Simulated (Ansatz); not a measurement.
# Cl2GeH2O: the cost of one run

All numbers are computed with Ansatz 0.2.0, driven from Python. Level of theory: Hartree-Fock/6-31G*.

## 1. The structure

Bond lengths: O1–Ge2 1.757 Å, Ge2–Cl3 2.135 Å, Ge2–Cl4 2.113 Å, O1–H5 1.051 Å, Ge2–H6 1.555 Å. Angles: O1–Ge2–Cl3 107.6°, O1–Ge2–Cl4 109.9°, O1–Ge2–H6 110.2°, Cl3–Ge2–Cl4 107.9°, Cl3–Ge2–H6 109.7°, Cl4–Ge2–H6 111.4°, Ge2–O1–H5 104.1°.

The script holds or builds the structure itself.

## 2. The code

Contents of cl2geh2o.py:

```python
# -*- coding: utf-8 -*-
"""Gap between spin states of Cl2GeH2O at one geometry."""

import warnings

import ansatz as az


def main():
    warnings.simplefilter("ignore", az.DeckWarning)

    geometry_ang = [
        ("O", (0.3279, 1.0682, -0.9229)),
        ("Ge", (0.069, -0.2023, 0.2622)),
        ("Cl", (1.9775, -1.017, 0.7622)),
        ("Cl", (-1.0953, -1.7486, -0.5848)),
        ("H", (-0.6338, 1.4538, -1.1)),
        ("H", (-0.6032, 0.3819, 1.5371)),
    ]
    molecule = az.Crystal.molecule()
    for symbol, xyz in geometry_ang:
        molecule = molecule.atom(symbol, xyz)

    job = molecule.calculation().basis(gaussian="6-31G*").functional("hf")
    found = {}
    for unpaired in [0, 2]:
        rep = job.spin("collinear", total=unpaired).run().report
        s = unpaired / 2
        found[unpaired] = rep["free_energy_ev"]
        print(f"2S+1 = {unpaired + 1}: E = {found[unpaired]:.5f} eV, <S^2> = {abs(rep['mean_field']['state']['spin_squared']):.3f} (pure state {s * (s + 1):.2f})")
    lowest = min(found, key=found.get)
    for unpaired, e in found.items():
        print(f"multiplicity {unpaired + 1}: {(e - found[lowest]):.3f} eV above the lowest")


if __name__ == "__main__":
    main()
```

## 3. What the engine is handed

The package turns the script's settings into the engine's input (first run):

```yaml
crystal:
  periodic: [false, false, false]
  atoms:
    - { symbol: O, position_ang: [0.3279, 1.0682, -0.9229] }
    - { symbol: Ge, position_ang: [0.069, -0.2023, 0.2622] }
    - { symbol: Cl, position_ang: [1.9775, -1.017, 0.7622] }
    - { symbol: Cl, position_ang: [-1.0953, -1.7486, -0.5848] }
    - { symbol: H, position_ang: [-0.6338, 1.4538, -1.1] }
    - { symbol: H, position_ang: [-0.6032, 0.3819, 1.5371] }
basis:
  gaussian:
    orbitals: "6-31G*"
hamiltonian:
  xc: hf
magnetization:
  spin_polarized: true
  initial_magnetization: 0.0
```

## 4. Running it

On the command line:

```sh
$ python cl2geh2o.py
```

**Question.** How long does this script take on 1 thread of Intel Xeon Platinum 8375C at 2.90GHz (Ice Lake), shared host, and how much memory does it need?

About 32 s, with a peak of 0.38 GiB.
